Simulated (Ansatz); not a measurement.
**C8H10: up Jacob's ladder to CCSD(T)**

How much do the methods differ for C8H10? The plan is to run it at one geometry with functionals of several rungs and with coupled cluster. The yardstick is the atomisation energy at the CCSD(T) limit.

Method: functionals in def2-TZVPP, the program's frozen cores in correlated methods; program: Ansatz 0.2.0, Gaussian basis.

Plan: LDA (SPW92), PBE-D4, revPBE-D4, BLYP-D4, r2SCAN-D4, B97M-V, PBE0-D4, B3LYP-D4, r2SCANh-D4, r2SCAN0-D4, HSE06-D4, BHLYP-D4, CAM-B3LYP-D4, LC-ωPBE, ωB97X-V, ωB97M-V, B2PLYP, PBE-QIDH; CCSD(T)/def2-SVP; CCSD(T)/def2-TZVPP; MP2/def2-QZVPP; extrapolation to the limit; RPA on PBE.

### Step 1. The geometry

The geometry comes from an earlier relaxation with PBE0-D4 in a triple-zeta def2 set; it is a stationary point, not always the lowest conformer.

18 atoms, charge 0, spin multiplicity 1.

Atoms are counted from 1 here; the program's logs count them from 0.

Bond lengths: C1–C2 1.499 Å, C1–H9 1.095 Å, C1–H10 1.092 Å, C1–H11 1.092 Å, C2–C3 1.391 Å, C2–C8 1.391 Å, C3–C4 1.386 Å, C3–H12 1.085 Å, C4–C5 1.386 Å, C4–H13 1.084 Å, C5–C6 1.391 Å, C5–H14 1.085 Å, C6–C7 1.499 Å, C6–C8 1.391 Å, C7–H15 1.092 Å, C7–H16 1.095 Å, C7–H17 1.092 Å, C8–H18 1.087 Å. Angles: C2–C1–H9 110.9°, C2–C1–H10 111.4°, C2–C1–H11 111.4°, H9–C1–H10 107.4°, H9–C1–H11 107.4°, H10–C1–H11 108.2°, C1–C2–C3 120.9°, C1–C2–C8 120.7°, C3–C2–C8 118.4°, C2–C3–C4 120.4°, C2–C3–H12 119.6°, C4–C3–H12 120.0°, C3–C4–C5 120.3°, C3–C4–H13 119.8°, C5–C4–H13 119.8°, C4–C5–C6 120.4°, C4–C5–H14 120.0°, C6–C5–H14 119.6° and more.

As a file:

```xyz
18
charge 0, multiplicity 1
C     1.38070   -2.08984   -0.89475
C     0.83536   -0.76131   -0.46681
C     1.61305    0.38943   -0.54601
C     1.11157    1.60667   -0.11387
C    -0.17303    1.69206    0.39850
C    -0.97555    0.55879    0.48118
C    -2.37976    0.64581    0.99706
C    -0.45278   -0.65442    0.04637
H     1.86262   -2.60267   -0.05630
H     2.12889   -1.97779   -1.68164
H     0.59000   -2.74463   -1.26595
H     2.61949    0.32944   -0.94736
H     1.72755    2.49693   -0.17685
H    -0.55946    2.64813    0.73642
H    -2.68357   -0.28231    1.48499
H    -3.08499    0.83153    0.18074
H    -2.48996    1.46089    1.71471
H    -1.07012   -1.54668    0.10955
```

### Step 2. LDA

This LDA is Slater exchange with PW92 correlation.

The input, in.yaml:

```yaml
crystal:
  periodic: [false, false, false]
  atoms:
    - {symbol: C, position_ang: [1.380698, -2.089841, -0.894745]}
    - {symbol: C, position_ang: [0.835360, -0.761311, -0.466809]}
    - {symbol: C, position_ang: [1.613055, 0.389435, -0.546010]}
    - {symbol: C, position_ang: [1.111567, 1.606665, -0.113868]}
    - {symbol: C, position_ang: [-0.173033, 1.692061, 0.398496]}
    - {symbol: C, position_ang: [-0.975549, 0.558790, 0.481175]}
    - {symbol: C, position_ang: [-2.379757, 0.645808, 0.997065]}
    - {symbol: C, position_ang: [-0.452785, -0.654423, 0.046369]}
    - {symbol: H, position_ang: [1.862625, -2.602667, -0.056298]}
    - {symbol: H, position_ang: [2.128888, -1.977795, -1.681643]}
    - {symbol: H, position_ang: [0.589997, -2.744633, -1.265949]}
    - {symbol: H, position_ang: [2.619488, 0.329438, -0.947357]}
    - {symbol: H, position_ang: [1.727548, 2.496926, -0.176853]}
    - {symbol: H, position_ang: [-0.559464, 2.648126, 0.736421]}
    - {symbol: H, position_ang: [-2.683570, -0.282314, 1.484991]}
    - {symbol: H, position_ang: [-3.084992, 0.831526, 0.180738]}
    - {symbol: H, position_ang: [-2.489955, 1.460890, 1.714714]}
    - {symbol: H, position_ang: [-1.070122, -1.546679, 0.109553]}
basis:
  gaussian: {orbitals: def2-TZVPP}
hamiltonian: {xc: lda}
output: {orbitals: {seedname: orbitals}}
```

Command:

```console
$ ansatz run in.yaml --threads 2 --pin off --events-out ev --progress --plain --max-ram 32768MiB --backend cuda --devices 0, --max-vram 18GiB
```

Further steps of the session: PBE-D4 (GGA); revPBE-D4 (GGA); BLYP-D4 (GGA); r2SCAN-D4 (meta-GGA); B97M-V (meta-GGA); B3LYP-D4 (hybrid); r2SCANh-D4 (hybrid); r2SCAN0-D4 (hybrid); HSE06-D4 (hybrid); BHLYP-D4 (hybrid); CAM-B3LYP-D4 (range-separated); LC-ωPBE (range-separated); ωB97X-V (range-separated); ωB97M-V (range-separated); B2PLYP (double hybrid); PBE-QIDH (double hybrid); CCSD(T) in def2-SVP; CCSD(T) in def2-TZVPP; MP2 in def2-QZVPP; RPA on PBE orbitals.

Before running them: what should the planned runs give, taken together? Wanted: atomisation energy, CCSD(T)/CBS; farthest beyond LDA; mean size of error, GGA; mean size of error, meta-GGA; mean size of error, hybrid; mean size of error, range-separated; mean size of error, double hybrid; gap, smallest and largest; T1 diagnostic.

The runs gave:

| quantity | value |
| --- | --- |
| atomisation energy, CCSD(T)/CBS | 1956.7 kcal/mol |
| functionals within 9.8 kcal/mol (0.5 %) | BLYP-D4, r2SCANh-D4, r2SCAN0-D4, LC-ωPBE, ωB97X-V, B2PLYP |
| farthest beyond LDA | PBE-D4 (+66.1 kcal/mol) |
| mean size of error, GGA | 30.8 kcal/mol |
| mean size of error, meta-GGA | 16.1 kcal/mol |
| mean size of error, hybrid | 23.0 kcal/mol |
| mean size of error, range-separated | 9.4 kcal/mol |
| mean size of error, double hybrid | 11.7 kcal/mol |
| gap, smallest and largest | 4.75 eV (LDA (SPW92)), 11.26 eV (LC-ωPBE) |
| T1 diagnostic | 0.0099 |
| triples share of the correlation energy | 4.8 % |

LDA overbinds by 291.8 kcal/mol (15 %). PBE-D4 is off by +66.1 kcal/mol. Double hybrids carry the basis error of their MP2 part in triple zeta, and no dispersion term here, so their miss is partly the set-up's. Taken by rung, range-separated functionals do best (9.4 kcal/mol on average) and GGA ones worst beyond LDA (30.8 kcal/mol). hybrid functionals lie within the reference's doubt of that worst mean (23.0 kcal/mol), so those two tie. The gap between the best rungs is small, so their order is not settled. Misses under about 9.8 kcal/mol are within the doubt on the reference itself, which lacks core-valence correlation, relativity and higher excitations. Hartree-Fock recovers 75 % of the binding; the rest is correlation. CCSD(T) in def2-SVP is off by -62.7 kcal/mol, so the small basis spoils what the method gains. Orbital gaps span 4.8 to 11.3 eV; exact exchange widens them. The restricted reference is unstable towards a spin-broken one.
